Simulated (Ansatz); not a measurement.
This script makes cell relaxations under several functionals of Cu, space group I4/mmm with Ansatz 0.2.0, Python API.

`cu.cif`
```cif
data_Cu
_cell_length_a 2.461078
_cell_length_b 2.461078
_cell_length_c 2.461078
_cell_angle_alpha 108.21810
_cell_angle_beta 108.21810
_cell_angle_gamma 112.00763
_symmetry_space_group_name_H-M 'P 1'
_symmetry_Int_Tables_number 1
loop_
_symmetry_equiv_pos_as_xyz
'x, y, z'
loop_
_atom_site_label
_atom_site_type_symbol
_atom_site_fract_x
_atom_site_fract_y
_atom_site_fract_z
Cu1 Cu    0.000000    0.000000    0.000000
```

`cu_lattice.py`:
```python
"""How the lattice of Cu depends on the functional."""

import warnings

import ansatz as az
from ase.io import read
import numpy as np

def edges_and_angles(cell):
    cell = np.asarray(cell)
    a, b, c = np.linalg.norm(cell, axis=1)
    cosines = cell[1] @ cell[2] / (b * c), cell[0] @ cell[2] / (a * c), cell[0] @ cell[1] / (a * b)
    return (a, b, c, *np.degrees(np.arccos(cosines)))


def main() -> None:
    warnings.simplefilter("ignore", az.DeckWarning)

    atoms = read("cu.cif")
    structure = az.Crystal.from_ase(atoms)

    setup = (
        structure.calculation()
        .basis(420)
        .occupations("fermi_dirac", width=0.15)
        .kpoints(length=29)
        .relax(cell=True)
    )

    levels = [("pbesol", "d3bj"), ("blyp", "d3bj"), ("lda", "none")]
    print("level            a       b       c    alpha   beta  gamma  V/atom  steps")
    for name, dispersion in levels:
        seen = []
        run = setup.functional(name, dispersion=dispersion).session().plan()
        outcome = run.execute(on_event=lambda e: seen.append(e) if e["event"] == "relax_step" else None)
        cell = outcome.lattice.cell_ang
        label = name if dispersion == "none" else f"{name}+{dispersion}"
        print("{:13s} {:7.4f} {:7.4f} {:7.4f} {:6.2f} {:6.2f} {:6.2f}".format(label, *edges_and_angles(cell)), f"{abs(np.linalg.det(cell)) / len(outcome.lattice.sites):7.3f} {len(seen):5d}")


if __name__ == "__main__":
    main()
```

Rank the levels of theory by the volume of the relaxed cell.

From smallest to largest: PBEsol+D3BJ (10.86 Å³ an atom, -5.2 % against the start), LDA (10.94 Å³ an atom, -4.6 % against the start) and BLYP+D3BJ (11.18 Å³ an atom, -2.5 % against the start). The spread is 3.0 % in volume.

The output:

`python cu_lattice.py` gives:
```text
level            a       b       c    alpha   beta  gamma  V/atom  steps
pbesol+d3bj    2.4170  2.4170  2.4142 108.40 108.40 111.56  10.857     9
blyp+d3bj      2.4420  2.4420  2.4395 107.62 107.62 113.15  11.177     8
lda            2.4233  2.4233  2.4204 108.12 108.12 112.11  10.936     5
```

BLYP and dispersion corrections can be off by several per cent in the lattices of metals, and by several GPa in the pressure at a fixed cell. For a metal this k-point mesh is coarse: on a finer one energies can move by several to tens of meV an atom and pressures by half a GPa or more, differences at one mesh by less. The mesh has less symmetry than the crystal, which the program warned of. Edges and angles are those of the cell as typed, here a primitive one, not of the conventional cell. This isn't the structure that Cu takes at ambient conditions. The script silences the warnings on its input, which a real study should read. Hardware and time: 2.5 min on 1 thread of Intel(R) Xeon(R) Processor @ 2.30GHz, with other jobs on the host, peak memory 0.72 GiB.
